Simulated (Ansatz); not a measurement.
# Zn3SnO: the cost of one run

Method: DFT PBE, scalar-relativistic, plane waves, PAW, in Ansatz 0.2.0.

### Step 1. The structure to begin with

The structure is hexagonal, space group P6/mmm (No. 191). Conventional cell: a = 5.021 Å, b = 5.021 Å, c = 4.433 Å, α = 90.00°, β = 90.00°, γ = 120.00°. Around Zn (site symmetry mmm) lie 2 Sn at 2.51 Å and 4 Zn at 2.51 Å. Sn (site symmetry 6/mmm) is surrounded by 2 O at 2.22 Å and 6 Zn at 2.51 Å. O (site symmetry 6/mmm) has 2 Sn at 2.22 Å as nearest neighbours.

Coordinates:

```
CELL_PARAMETERS angstrom
5.02075 0.00000 0.00000
-2.51037 4.34809 0.00000
0.00000 0.00000 4.43285
ATOMIC_POSITIONS crystal
Zn 0.50000 0.00000 0.00000
Zn 0.00000 0.50000 0.00000
Zn 0.50000 0.50000 0.00000
Sn 0.00000 0.00000 0.00000
O 0.00000 0.00000 0.50000
```

A structure generator made this guess: random cell by space group and Wyckoff sites (P6/mmm, No. 191). Lengths come from tabulated atomic sizes and are only a guess.

### Step 2. Probe: one point on a coarse mesh

input.yaml reads:

```yaml
crystal:
  lattice:
    - [5.02074558, 0.0, 0.0]
    - [-2.51037279, 4.34809322, 0.0]
    - [0.0, 0.0, 4.43285356]
  atoms:
    - { symbol: Zn, position: [0.5, 0.0, 0.0] }
    - { symbol: Zn, position: [0.0, 0.5, 0.0] }
    - { symbol: Zn, position: [0.5, 0.5, 0.0] }
    - { symbol: Sn, position: [0.0, 0.0, 0.0] }
    - { symbol: O, position: [0.0, 0.0, 0.5] }
basis:
  ecutwfc: 420
kpoints:
  mp_grid: { grid: [6, 6, 4] }
hamiltonian:
  xc: pbe
scf:
  occupations: { method: gaussian, width: 0.1 }
  lower_state_search: "off"
output:
  forces: true
  stress: true
  eigenvalues: true
```

Command:

```console
$ ansatz run input.yaml --threads 1 --pin off --max-ram 2560MiB --backend cpu --events-out ev --progress --plain --runs-dir out
```

Q: Estimate wall time and peak memory on 1 thread of AMD EPYC (Zen 3), shared host.

About 9.8 s, with a peak of 0.41 GiB.
